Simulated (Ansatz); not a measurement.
# Sn3Se: the cost of one run

Program: Ansatz 0.2.0. Level of theory: DFT PBE, scalar-relativistic, plane waves, PAW. These are calculated values, not measurements.

## (1) The system as given

It takes space group Fm-3m (No. 225, cubic). The conventional cell has a = 7.466 Å, b = 7.466 Å, c = 7.466 Å, α = 90.00°, β = 90.00°, γ = 90.00°. Sn (site symmetry -43m) has 4 Sn at 3.23 Å and 4 Se at 3.23 Å in its first shell of neighbours. Sn (site symmetry m-3m) has 8 Sn at 3.23 Å in its first shell of neighbours. Se (site symmetry m-3m) is surrounded by 8 Sn at 3.23 Å.

Coordinates:

```
CELL_PARAMETERS angstrom
0.00000 3.73314 3.73314
3.73314 0.00000 3.73314
3.73314 3.73314 0.00000
ATOMIC_POSITIONS crystal
Sn 0.25000 0.25000 0.25000
Sn 0.75000 0.75000 0.75000
Sn 0.50000 0.50000 0.50000
Se 0.00000 0.00000 0.00000
```

The structure comes from the Materials Project (structure only).

(A quick probe on a coarse mesh, which set the mesh and smearing, is not shown.)

## (3) The relaxation

File input.yaml:

```yaml
crystal:
  lattice:
    - [0.0, 3.733138, 3.733138]
    - [3.733138, 0.0, 3.733138]
    - [3.733138, 3.733138, 0.0]
  atoms:
    - { symbol: Sn, position: [0.25, 0.25, 0.25] }
    - { symbol: Sn, position: [0.75, 0.75, 0.75] }
    - { symbol: Sn, position: [0.5, 0.5, 0.5] }
    - { symbol: Se, position: [0.0, 0.0, 0.0] }
basis:
  ecutwfc: 420
kpoints:
  mp_grid: { grid: [10, 10, 10] }
hamiltonian:
  xc: pbe
scf:
  occupations: { method: gaussian, width: 0.1 }
output:
  forces: true
  stress: true
  eigenvalues: true
relax:
  adjacent_minimum: "off"
  f_tol: 0.005
  max_steps: 80
  cell: { stress_tol: 0.05 }
```

On the command line:

```
> ansatz run input.yaml --threads 1 --pin off --max-ram 2560MiB --backend cpu --events-out ev --progress --plain --runs-dir out
```

Q: Estimate wall time and peak memory on 1 thread of Intel Xeon at 2.70GHz, shared host.

About 39 s, with a peak of 0.48 GiB.
